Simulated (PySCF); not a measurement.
# CH8Sn2 ((H3Sn)2CH2): the cost of one run

Computed with PySCF 2.14.0 and routines of our own; the level stands in each step. Atoms count from 0.

### Step 1. The system as given

11 atoms, charge 0, multiplicity 1; geometry from: GFN2-xTB.

### Step 2. Geometry optimisation at PBE0-D3(BJ)/def2-SVP

Job settings and geometry (Å):

```
{"job": {"xc": "PBE0", "basis": "def2-SVP", "d3": "d3bj", "grid": 1, "maxiter": 30, "shake": 0.03, "kind": "geom"}, "charge": 0, "multiplicity": 1}
Sn     1.352110     0.852710     0.941070
H      1.712170     2.514540     0.971590
H      0.690910     0.495480     2.406340
H      2.740050     0.037680     0.595000
C     -0.213390     0.601990    -0.615580
Sn    -1.182080    -1.284420    -0.587190
H     -0.065460    -2.542860    -0.365750
H     -1.902860    -1.530220    -2.038030
H     -2.288890    -1.372900     0.697110
H      0.252980     0.766570    -1.523580
H     -0.997490     1.375930    -0.450080
```

Started as:

```bash
$ OMP_NUM_THREADS=1 python heavy_run.py task.json out
```

The driver reads the jobs from task.json and runs them one after another.

**Question.** How long does this first job take on 1 thread of AMD EPYC 7B13, shared host, and how much memory does it need?

About 33 s, with a peak of 0.43 GiB.
